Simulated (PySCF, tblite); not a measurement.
# C₂H₁₁ClS₂Si₃: geometry, infrared bands and NMR shifts

What infrared bands and NMR shifts should C₂H₁₁ClS₂Si₃ (`CS[Si@H]([SiH2]Cl)SC[SiH3]`) show?

Computed with tblite 0.8.0 and PySCF 2.14.0, with density-fitted response routines of our own, on a single molecule in the gas phase. Atoms are numbered from 0 throughout.

## Step 1: The starting structure

19 atoms, charge 0, multiplicity 1; geometry from: force field or distance geometry start.

Bonds of the start (Å): C0–S1 1.79, S1–Si2 2.14, Si2–Si3 2.23, Si3–Cl4 2.10, Si2–S5 2.14, S5–C6 1.81, C6–Si7 1.88, C0–H8 1.12, C0–H9 1.10, C0–H10 1.11, Si2–H11 1.47, Si3–H12 1.45, Si3–H13 1.49, C6–H14 1.10, C6–H15 1.13, Si7–H16 1.47, Si7–H17 1.47, Si7–H18 1.47.

## Step 2: Relaxing the molecule with GFN2-xTB

The job: settings as JSON, then the geometry in Å.

```
{"job": {"kind": "relax", "xc": "GFN2-xTB", "basis": "xTB"}, "charge": 0, "multiplicity": 1}
C     -3.239400     1.840100    -0.545800
S     -1.838700     1.416600     0.492200
Si    -0.743400    -0.243300    -0.305800
Si    -1.814400    -2.183500    -0.050200
Cl    -2.731900    -2.145000     1.836000
S      1.071100    -0.457600     0.814800
C      2.338600     0.714200     0.274800
Si     3.950300    -0.233800     0.096100
H     -3.978000     1.006000    -0.625300
H     -2.875800     2.041900    -1.567500
H     -3.774800     2.739100    -0.187700
H     -0.463400    -0.076200    -1.735500
H     -2.735700    -2.480000    -1.124500
H     -0.763200    -3.239300    -0.018900
H      2.067400     1.179600    -0.683100
H      2.438100     1.461000     1.112000
H      3.706700    -1.620200    -0.325800
H      4.585100    -0.200100     1.425100
H      4.791500     0.489800    -0.873000
```

The run is started by

```sh
OMP_NUM_THREADS=1 python probes_run.py task.json out
```

One launch serves the whole session: the jobs run in the order shown.

**Question.** This job is followed by: GFN2-xTB harmonic vibrations, gas phase; GIAO PBE0/pcSseg-1 NMR shielding, non-relativistic, gas phase. Predict these results of the whole session: strongest single infrared mode (GFN2-xTB); zero-point energy (GFN2-xTB); ¹³C shifts against TMS (PBE0/pcSseg-1); ¹H shifts against TMS (PBE0/pcSseg-1, means over atoms taken as alike); ³³S shifts against CS2 (PBE0/pcSseg-1); ²⁹Si shifts against TMS (PBE0/pcSseg-1); ³⁵Cl shifts against HCl (PBE0/pcSseg-1).

**Answer**, as computed:

| quantity | value |
| --- | --- |
| strongest single infrared mode (GFN2-xTB) | 593 cm⁻¹, 655 km/mol |
| zero-point energy (GFN2-xTB) | 73.9 kcal/mol |
| ¹³C shifts against TMS (PBE0/pcSseg-1) | 12.7, 9.7 ppm |
| ¹H shifts against TMS (PBE0/pcSseg-1, means over atoms taken as alike) | 6.12, 5.40, 5.20, 4.00, 2.22, 1.95, 1.79 ppm |
| ³³S shifts against CS2 (PBE0/pcSseg-1) | -175, -190 ppm |
| ²⁹Si shifts against TMS (PBE0/pcSseg-1) | -0.7, -34.2, -68.4 ppm |
| ³⁵Cl shifts against HCl (PBE0/pcSseg-1) | -94 ppm |

**Reading.** The optimisation took 268 steps and gained 0.708 eV; among the close pairs (by a distance rule), Si2–Si3 changed most, from 2.231 to 2.315 Å. No mode is imaginary among the 51: a minimum at this level. The strongest single mode, at 593 cm⁻¹, moves mainly H11. Unscaled tight-binding wavenumbers are off by several per cent, some by more. Its intensities can rank the bands wrongly. At PBE0/pcSseg-1: The largest span, 286 ppm, is at S5, where the paramagnetic term is -383 ppm.
